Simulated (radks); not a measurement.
**Cu in [Ar] 3d10 4s1: an all-electron calculation**

The task here is to estimate one member of a computed series from the others.

The numbers are computed with radks (a radial shooting solver on a logarithmic mesh, Libxc functionals) version 1 (non-relativistic Kohn-Sham, PBE, spin-polarised, spherical densities, point nucleus; open shells are filled with parallel spins first), except any that are marked as measured or tabulated.

### The atom as given

```
element       : copper (Z = 29)
charge        : 0
electrons     : 29
configuration : [Ar] 3d10 4s1
```

Outer shells as boxes (Hund's rule):

Cu
```
[Ar] core
3d [↑↓][↑↓][↑↓][↑↓][↑↓]
4s [↑ ]
```

Set-up of the first run:

The run's settings:

```text
Z 29
configuration [Ar] 3d10 4s1
relativity non-relativistic
functional pbe,pbe
spin polarised
nucleus point
```

One table of the session follows, with a row left open; its other results are not shown here.

It belongs to the step «Orbitals and density». Radial moments (bohr):

| level | <r> | outermost maximum (interpolated) | 90 % within | nodes |
| --- | --- | --- | --- | --- |
| 1s up | 0.05290 | 0.0349 | 0.0942 | 0 |
| 1s down | 0.05290 | 0.0349 | 0.0942 | 0 |
| 2s down | 0.2387 | 0.200 | 0.369 | 1 |
| 2s up | 0.2387 | 0.200 | 0.369 | 1 |
| 2p down | 0.2078 | 0.160 | 0.339 | 0 |
| 2p up | 0.2078 | 0.160 | 0.339 | 0 |
| 3s down | 0.7222 | 0.622 | 1.08 | 2 |
| 3s up | 0.7225 | 0.622 | 1.08 | 2 |
| 3p down | 0.7537 | 0.623 | 1.17 | 1 |
| 3p up | 0.7545 | 0.623 | 1.17 | 1 |
| 3d up | 1.054 | 0.602 | 1.93 | 0 |
| 3d down | ? | ? | ? | ? |
| 4s up | 2.966 | 2.32 | 4.62 | 3 |
| 4s down | 2.993 | 2.31 | 4.69 | 3 |

Estimate the missing values for 3d down.

**Answer.** <r>: 1.026; outermost maximum (interpolated): 0.601; 90 % within: 1.86; nodes: 0. In the column «<r>» it lies between 3p up (0.7545) and 3d up (1.054).
